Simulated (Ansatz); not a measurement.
**BeNaH (singlet): from Hartree-Fock to the top rungs at distance Be1–H3 = 1.084 Å, cc-pVTZ**

An exercise on one series of results from a longer session: the logs are not shown, and one member is left open.

Method: cc-pVTZ, core rule «outside noble gas», up to 6 orbitals frozen; program: Ansatz 0.2.0, Gaussian basis.

The runs, in order: UHF; CCSD(T) on RHF; CCSD(T) on UHF; BCCD(T) on RHF; CCSDT(Q) on RHF; CCSDT(Q) on UHF; Full CI.

34 further runs of the same task are left out: 22 for a known fault of the program, 10 that didn't finish, 2 set aside as unsound or not needed. Runs told in other sessions of the task aren't counted.

### The geometry

The geometry derives from a PBE0/def2-TZVP stationary point (not a proven minimum). One bond is set to the value named and the two fragments are kept rigid.

3 atoms, charge 0, spin multiplicity 1.

Atoms are counted from 1 here; the program's logs count them from 0.

Bond lengths: Be1–H3 1.084 Å.

The first run:

The input, in.yaml:

```yaml
crystal:
  periodic: [false, false, false]
  atoms:
    - {symbol: Be, position_ang: [0.000000, 0.000000, 0.531133]}
    - {symbol: Na, position_ang: [0.000000, 0.000000, -2.146267]}
    - {symbol: H, position_ang: [0.000000, 0.000000, 1.615133]}
basis:
  gaussian: {orbitals: cc-pVTZ}
magnetization: {spin_polarized: true, initial_magnetization: 0}
hamiltonian: {xc: hf}
output: {orbitals: {seedname: orbitals}}
```

Run with:

```
$ ansatz run in.yaml --threads 1 --pin off --events-out ev --progress --plain --max-ram 2393MiB
```

Among the steps run: UHF; CCSD(T) on RHF; CCSD(T) on UHF; BCCD(T) on RHF; CCSDT(Q) on RHF; CCSDT(Q) on UHF; Full CI.

One of the session's tables, all rows but one given; the rest of the session is left out.

```
   method  from FCI (kcal/mol)
      RHF               +50.28
      UHF               +50.28
     RMP2               +12.38
    RCCSD                    ?
 RCCSD(T)                +0.23
  BCCD(T)                +0.22
   RCCSDT                +0.03
RCCSDT(Q)                +0.01
      FCI                    0
```

Estimate the missing values for RCCSD.

The run gave: from FCI (kcal/mol): +1.02. In the column «from FCI (kcal/mol)» it lies between RCCSD(T) (+0.23) and RMP2 (+12.38).

Not comparable, so not listed: CCSDT(Q) on UHF (they don't share determinant, frozen orbitals or solution with the rows shown, or repeat one).
